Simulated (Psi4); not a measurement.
# A workflow on GaH2F (SMILES [H][Ga]([H])[F]), part 2 of 2

Psi4 1.11. The steps go on from the part before.

### Step 3. The harmonic vibrations at TPSS-D4/def2-TZVP (density fitting) (run 2)

fgah2.xyz

```xyz
4
FGaH2
Ga     0.056202     0.093454     0.000640
H      1.599032    -0.104434     0.016051
H     -0.842424     1.363045    -0.017586
F     -0.856968    -1.425688     0.004663
```

calc.py

```python
import psi4

psi4.set_memory('1600 MB')
psi4.set_num_threads(1)
psi4.set_output_file('output.dat', False)

with open('fgah2.xyz') as f:
    atoms = ''.join(f.readlines()[2:])
m = psi4.geometry('0 1\n' + atoms + '')

psi4.set_options(dict(reference='rks', t=400.0, rotational_symmetry_number=2))

energy_value, wavefunction = psi4.frequency('tpss-d4/def2-TZVP', molecule=m, return_wfn=True)
print('E =', round(energy_value, 9))
print('wavenumbers / cm^-1:', wavefunction.frequencies().np.round(1))
for k in ('ZPVE', 'ENTHALPY', 'GIBBS FREE ENERGY'):
    print(f'{k}: {psi4.variable(k):.8f} Eh')
```

Launch:

```sh
$ python calc.py
```

output.dat (excerpt; [...] marks lines left out):

```text
[...]
  Running in c1 symmetry.
[...]
  Nuclear repulsion =  107.988758732552597
[...]
  Multiplicity = 1
[...]
  Nalpha       = 21
  Nbeta        = 21
[...]
    Number of basis functions: 91
[...]
   @DF-RKS iter   1: -2023.88339388768941   -1.10295e+00   3.70184e-02 ADIIS/DIIS
[...]
   @DF-RKS iter  12: -2025.97128630745510    1.59162e-12   2.85233e-09 DIIS
[...]
  @DF-RKS Final Energy: -2025.97128630745510
   => Energetics <=
    Nuclear Repulsion Energy =            107.9889766322069846
    One-Electron Energy =               -3039.5221714660492580
    Two-Electron Energy =                 991.8201678379940631
    DFT Exchange-Correlation Energy =     -86.2563581499688610
    Empirical Dispersion Energy =          -0.0019011616383160
    VV10 Nonlocal Energy =                  0.0000000000000000
    Total Energy =                      -2025.9712863074551024
[...]
  -Total Gradient:
     Atom            X                  Y                   Z
    ------   -----------------  -----------------  -----------------
       1        0.000003948152     0.000018213004    -0.000088696257
       2        0.000002834619     0.000008234763     0.000032896561
       3        0.000009718291     0.000000019778     0.000033008865
       4       -0.000000483877     0.000000186571     0.000023230047
[...]
  ==> Harmonic Vibrational Analysis <==
[...]
  Freq [cm^-1]                 507.7813            624.9501            647.5516
[...]
  IR activ [km/mol]            66.2663             115.6589            135.8708
[...]
  Freq [cm^-1]                 720.3375           2003.8573           2019.3788
[...]
  IR activ [km/mol]            54.2037             30.3352             219.4164
[...]
  Total E_0, Enthalpy at 0 [K]                                                        -2025.95642394 [Eh]
[...]
  Total H, Enthalpy at  400.00 [K]                                                    -2025.94997946 [Eh]
[...]
  Total G, Gibbs energy at  400.00 [K]                                                -2025.99093836 [Eh]
[...]
```

On the terminal:

```text
Warning: used thermodynamics relations inappropriate for low-frequency modes: ['507.7813' '624.9501']
E = -2025.971286383
wavenumbers / cm^-1: [ 507.8  625.   647.6  720.3 2003.9 2019.4]
ZPVE: 0.01486244 Eh
ENTHALPY: -2025.94997946 Eh
GIBBS FREE ENERGY: -2025.99093836 Eh
```

It took 1.9 min on 1 thread of Intel Xeon 6975P-C (Granite Rapids), shared host; peak memory 0.79 GiB.

### Step 4. The energy at MP2/cc-pVTZ (density fitting, density fitting for correlation) (run 3)

calc.inp

```
memory 1600 MB

molecule {
  0 1
  Ga     0.10620639     0.17660247     0.00120942
  H      3.02173254    -0.19735166     0.03033199
  H     -1.59195064     2.57578175    -0.03323272
  F     -1.61943482    -2.69415986     0.00881179
  units bohr
}

set basis cc-pVTZ
set freeze_core true

result, w = energy('mp2', return_wfn=True)
```

Launch:

```sh
$ psi4 -i calc.inp -o calc.out -n 1
```

calc.out (excerpt; [...] marks lines left out):

```text
[...]
  Running in c1 symmetry.
[...]
  Nuclear repulsion =  107.988758618268690
[...]
  Multiplicity = 1
[...]
  Nalpha       = 21
  Nbeta        = 21
[...]
    Number of basis functions: 101
[...]
   @DF-RHF iter   1: -2022.93534285895407   -3.61029e+00   1.85483e-02 DIIS/ADIIS
[...]
   @DF-RHF iter  11: -2023.95584175245608   -1.09139e-11   5.59099e-09 DIIS
[...]
    Orbital Energies [Eh]
    ---------------------
    Doubly Occupied:
       1A   -378.834605     2A    -48.185467     3A    -42.514752
       4A    -42.511301     5A    -42.510902     6A    -26.224145
       7A     -6.418600     8A     -4.515773     9A     -4.508593
      10A     -4.507654    11A     -1.505356    12A     -1.227616
      13A     -1.227089    14A     -1.222866    15A     -1.219589
      16A     -1.215354    17A     -0.654851    18A     -0.593069
      19A     -0.583733    20A     -0.535474    21A     -0.452178
[...]
  @DF-RHF Final Energy: -2023.95584175245608
   => Energetics <=
    Nuclear Repulsion Energy =            107.9887586182686903
    One-Electron Energy =               -3041.5512671160126956
    Two-Electron Energy =                 909.6066667452881802
    Total Energy =                      -2023.9558417524558536
[...]
 Multipole Moments:
 ------------------------------------------------------------------------------------
     Multipole            Electronic (a.u.)      Nuclear  (a.u.)        Total (a.u.)
 ------------------------------------------------------------------------------------
 L = 1.  Multiply by 2.5417464519 to convert [e a0] to [Debye]
 Dipole X            :          0.0909184            0.4233323            0.5142507
 Dipole Y            :          0.1512313            0.7042626            0.8554939
 Dipole Z            :         -0.0004371           -0.0018419           -0.0022790
 Magnitude           :                                                    0.9981628
[...]
```

Run time: 3.6 s. Hardware: 1 thread of Intel Xeon 6975P-C (Granite Rapids), shared host; peak memory 0.6 GiB.

### Step 5. Summary of results

This closing draws on all 2 parts.

| quantity | value |
| --- | --- |
| run 1, TPSS-D4/def2-TZVP: total energy at the end | -2025.97129 Eh |
| run 1, TPSS-D4/def2-TZVP: dipole moment | 2.13 D |
| run 1, TPSS-D4/def2-TZVP: HOMO energy | -7.74 eV |
| run 1, TPSS-D4/def2-TZVP: LUMO energy | -2.24 eV |
| run 1, TPSS-D4/def2-TZVP: HOMO–LUMO gap | 5.50 eV |
| run 1, TPSS-D4/def2-TZVP: dispersion energy | -4.99 kJ/mol |
| run 2, TPSS-D4/def2-TZVP: lowest harmonic wavenumber | 508 cm⁻¹ |
| run 2, TPSS-D4/def2-TZVP: highest harmonic wavenumber | 2019 cm⁻¹ |
| run 2, TPSS-D4/def2-TZVP: zero-point energy | 39.0 kJ/mol |
| run 2, TPSS-D4/def2-TZVP: ideal-gas entropy at 400 K (symmetry number 2 as used) | 64.3 cal/(mol K) |
| run 3, MP2/cc-pVTZ: total energy | -2024.37739 Eh |
| run 3, MP2/cc-pVTZ: HOMO energy (Hartree–Fock orbitals) | -12.30 eV |
| run 3, MP2/cc-pVTZ: LUMO energy (Hartree–Fock orbitals) | 1.00 eV |
| run 3, MP2/cc-pVTZ: HOMO–LUMO gap (Hartree–Fock orbitals) | 13.31 eV |
| run 3, MP2/cc-pVTZ: correlation energy (10 core orbitals frozen) | -421.5 mEh |

In words: The optimisation (run 1, TPSS-D4/def2-TZVP) took 7 steps and changed the energy by -0.027 eV. All 6 modes (run 2, TPSS-D4/def2-TZVP) are real, so the shape is a minimum at this level.
